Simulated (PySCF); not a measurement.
# GeH: structure of the doublet

Where does doublet GeH go from a linear start, is the end point a minimum, and what are its modes, charges and moments?

Method: PBE0, basis Ge def2-SVP, H def2-SVP, no relativity, density fitting; program: PySCF 2.14.0.

### 1 Starting geometry

2 atoms, charge 0, spin multiplicity 2.

Bond lengths: Ge1–H2 1.607 Å.

Z-matrix (Å, degrees; charge 0 multiplicity 2):
```
Ge
H  1 1.6070
```

### 2 First SCF at the start

One driver script runs all steps and calls PySCF; scf.py shows how it sets up the SCF of each step. The optimiser is the driver's own. After this first run the driver tries any further starts and a stability analysis.

scf.py reads:

```python
from pyscf import gto, scf, dft
mol = gto.M(atom='''
Ge     0.000000     0.000000     0.000000
H      0.000000     0.000000     1.607000''',
    basis={'Ge': 'def2-SVP', 'H': 'def2-SVP'},
    charge=0, spin=1)
mf = dft.UKS(mol, xc='PBE0')
mf.grids.atom_grid = (50, 194)
aux = {'Ge': 'def2-universal-JKFIT', 'H': 'def2-universal-JKFIT'}
mf = mf.density_fit(auxbasis=aux)
mf.conv_tol = 1e-08
mf.diis_space = 10
mf.max_cycle = 60
mf.init_guess = 'minao'
mf.verbose = 4
mf.kernel()
```

The run is started by

```console
> OMP_NUM_THREADS=1 python axn.py task.json out
```

Log:

```text
init E= -2076.2432523967
[... the frontier-level lines of each cycle are left out ...]
cycle= 1 E= -2076.98922147049  delta_E= -0.746  |g|= 0.196  |ddm|= 0.972
cycle= 2 E= -2076.99192439412  delta_E= -0.0027  |g|=  0.2  |ddm|= 0.308
cycle= 3 E= -2077.00027868737  delta_E= -0.00835  |g|= 0.0064  |ddm|= 0.133
cycle= 4 E= -2077.00031929075  delta_E= -4.06e-05  |g|= 0.00251  |ddm|= 0.0173
cycle= 5 E= -2077.00032613214  delta_E= -6.84e-06  |g|= 0.000658  |ddm|= 0.00689
cycle= 6 E= -2077.0003266398  delta_E= -5.08e-07  |g|= 0.000132  |ddm|= 0.00153
cycle= 7 E= -2077.00032666445  delta_E= -2.46e-08  |g|= 3.29e-05  |ddm|= 0.000351
cycle= 8 E= -2077.00032666724  delta_E= -2.8e-09  |g|= 8.7e-06  |ddm|= 0.000138
Extra cycle  E= -2077.00032666744  delta_E= -2e-10  |g|= 5.61e-06  |ddm|= 3.56e-05
converged SCF energy = -2077.00032666744  <S^2> = 0.75359451  2S+1 = 2.0035913
```

This step, with its further starts and checks, ran for 0.9 s (1 thread of AMD EPYC 7R13 (Zen 3), shared host).

No lower solution of this spin turned up in the test of internal stability.

### 3 Linear start, doublet: relaxation

The program finds C∞v symmetry in the start, which this walk keeps. Threshold on the gradient: 0.0003 Eh/bohr, with a further test on the energy change.

scf.py, as its differences from that of step 2:

```diff
@@ -3,2 +3,2 @@
-Ge     0.000000     0.000000     0.000000
-H      0.000000     0.000000     1.607000''',
+Ge     0.000000     0.000000    -0.021615
+H      0.000000     0.000000     1.585385''',
@@ -14 +13,0 @@
-mf.init_guess = 'minao'
```

Energy and gradient, step by step:

```tsv
step	energy (Eh)	change (kJ/mol)	largest symmetric gradient (Eh/bohr)
0	-2077.000327	0.00	0.00063
1	-2077.000328	0.00	0.00020
```

The walk took 0.7 s.

Geometry (Å) and forces (eV/Å) at some steps:

```
step 0
Ge   0.000   0.000  -0.022   0.000   0.000   0.032
H    0.000   0.000   1.585   0.000   0.000  -0.032
step 1
Ge   0.000   0.000  -0.021   0.000   0.000   0.010
H    0.000   0.000   1.585   0.000   0.000  -0.010
```

It settles in C∞v symmetry, 0.0 kJ/mol below the start, after 1 steps: Ge–H 1.605 Å.

### 4 Is it a minimum? Harmonic modes

The point is checked on the finer grid, and tightened if its gradient asks for it. The Hessian and the dipole derivatives come from central differences of analytic gradients, with steps of 0.02 bohr.

scf.py, as its differences from that of step 3:

```diff
@@ -3,2 +3,2 @@
-Ge     0.000000     0.000000    -0.021615
-H      0.000000     0.000000     1.585385''',
+Ge     0.000000    -0.000000    -0.021202
+H      0.000000    -0.000000     1.583387''',
@@ -8 +8 @@
-mf.grids.atom_grid = (50, 194)
+mf.grids.atom_grid = (75, 302)
@@ -11 +11 @@
-mf.conv_tol = 1e-08
+mf.conv_tol = 1e-10
```

The driver hands on the density of the step before, so the log starts near convergence.

SCF at the final geometry:

```text
init E= -2077.00040259778
[... the frontier-level lines of each cycle are left out ...]
cycle= 1 E= -2077.00040259778  delta_E= 3.64e-12  |g|= 2.1e-06  |ddm|= 2.36e-06
Extra cycle  E= -2077.00040259778  delta_E= -5.91e-12  |g|= 2.16e-06  |ddm|= 2.17e-06
converged SCF energy = -2077.00040259778  <S^2> = 0.75359227  2S+1 = 2.0035891
```

The whole step took 5.6 s.

Geometry: C∞v; Ge–H 1.605 Å.

Modes, for the most abundant isotopes:

```json
{"ω (cm⁻¹)": "1910", "IR (km/mol)": "378", "type": "stretch"}
```

No imaginary mode, so this is a minimum.

Here the density breaks the symmetry of the frame, and no labels are given; pairs that should be degenerate can split.

Properties at this point:

| Property | Result |
| --- | --- |
| Dipole moment | 0.00 D |
| Highest occupied level | -5.28 eV |
| Lowest empty level | -3.16 eV |
| Rotational constants | 6.585 cm⁻¹ |
| Zero-point energy | 11.4 kJ/mol |
| Principal polarisabilities | 20.6, 26.0, 34.7 bohr³ |
| Atomisation energy without zero-point energy | 276 kJ/mol |
| Principal traceless quadrupole moments about the centre of mass | -2.89, -2.15, 5.04 D Å |
| Entropy at 298.15 K and 1 bar (electronic part: spin only) | 205.5 J/(mol K) |
| Heat capacity Cp at 298.15 K | 29.2 J/(mol K) |
| Enthalpy at 298.15 K above 0 K | 8.68 kJ/mol |
| Rotational symmetry number | 1 |
| Spin squared ⟨S²⟩ | 0.754 |

Populations by atom (charges in e):

| atom | Mulliken | Löwdin | polar tensor | spin (Mulliken) | Mayer order to Ge1 |
| --- | --- | --- | --- | --- | --- |
| Ge1 | 0.10 | 0.10 | 0.21 | 1.04 | – |
| H2 | -0.10 | -0.10 | -0.21 | -0.04 | 0.95 |

Mulliken populations on Ge1: s 7.93, p 13.94, d 10.03.

### 5 Real-space pictures of the lowest minimum

The plane holds Ge1 at (0.00, 0.00), H2 at (1.60, 0.00) Å. Columns run from x = -1.95 to 4.05 Å, rows from y = 2.25 (top) to -1.95 Å, in steps of 0.3 Å.

Density (cut at 5 e/Å³):

Ten steps from '0' (0.000 e/Å³) to '9' (5.000 e/Å³), finer at the low end (step k begins (100^(k/10) - 1)/99 of the way up):
```
000000000000000000000
000000000000000000000
000001100000000000000
000112221110000000000
001223333222110000000
012345654433321000000
012458997555542100000
012469999666753100000
012469999666753100000
012458997555542100000
012345654433321000000
001223333222110000000
000112221110000000000
000001100000000000000
000000000000000000000
```

ELF (0 where the density is under 0.005 e/Å³):

Ten even steps from '0' (0.00) to '9' (1.00):
```
000000000000000000000
000233210000000000000
023565421000110000000
246776432112456400000
368874322247899800000
578852111379999980000
688732562289999990000
688625445189999997000
688625445189999997000
688732562289999990000
578852111379999980000
368874322247899800000
246776432112456400000
023565421000110000000
000233210000000000000
```

Electrostatic potential (cut at 20 V):

Ten steps from '0' (-0.30 V) to '9' (20.00 V), finer at the low end (step k begins (100^(k/10) - 1)/99 of the way up):
```
222334444433222111111
223344455443322111111
223445565543321111111
223456777654321000111
124578888764321000011
134689999875542100001
135799999987874200001
135899999989996300000
135899999989996300000
135799999987874200001
134689999875542100001
124578888764321000011
223456777654321000111
223445565543321111111
223344455443322111111
```

Along Ge1–H2 (1.605 Å) the density is least, 0.80 e/Å³, about 0.96 Å from Ge1; ELF there is 0.66.

Values on the line from Ge1 (at 0) through H2 (at 1.605 Å):

```tsv
distance (Å)	density (e/Å³)	ELF	electrostatic potential (V)	spin density (e/Å³)
-0.56	3.88	0.365	61	-0.00102
-0.40	18.5	0.721	143	-0.00589
-0.24	71.4	0.618	489	-0.0826
-0.08	1.07e+03	0.79	3.28e+03	0.0254
0.16	136	0.227	1.09e+03	-0.0452
0.32	40.2	0.779	250	-0.0114
0.48	8.26	0.56	91.5	0.00137
0.64	1.92	0.177	44.6	0.00523
0.80	0.905	0.205	24.5	0.00421
0.96	0.804	0.658	14.9	0.000291
1.12	0.913	0.945	12.9	-0.00703
1.28	1.18	0.995	21.1	-0.0189
1.44	1.66	1	61.4	-0.0381
1.68	1.85	1	150	-0.0504
1.85	0.951	1	32.7	-0.024
2.01	0.498	1	12.1	-0.0118
2.17	0.258	0.999	4.99	-0.00589
2.33	0.139	0.999	2.01	-0.0033
2.49	0.0769	0.998	0.696	-0.002
```

Making the fields took under 0.5 s.

### 6 What came out

| quantity | value |
| --- | --- |
| minimum | doublet, C∞v |
| geometry | Ge–H 1.605 Å |
| wavenumbers (cm⁻¹) | 1910 |
| dipole moment | 0.00 D |
| highest occupied, lowest empty level (either spin) | -5.28, -3.16 eV |
| polar-tensor charge of Ge1 | +0.21 e |
| zero-point energy | 11.4 kJ/mol |
| entropy at 298.15 K | 205.5 J/(mol K) |
| atomisation energy (no zero-point energy) | 276 kJ/mol |
| ⟨S²⟩ | 0.754 |

The linear start keeps its C∞v symmetry and ends in a minimum. In the infrared the band at 1910 cm⁻¹ (stretch) leads. Most of the spin sits on Ge1 (Mulliken spin 1.04, against 1 for the whole molecule). Only this shape and spin were tried, so other structures or states may lie lower. The SCF density has lower symmetry than the nuclear frame.

The search up to here ran for 7.4 s (1 thread of AMD EPYC 7R13 (Zen 3), shared host).
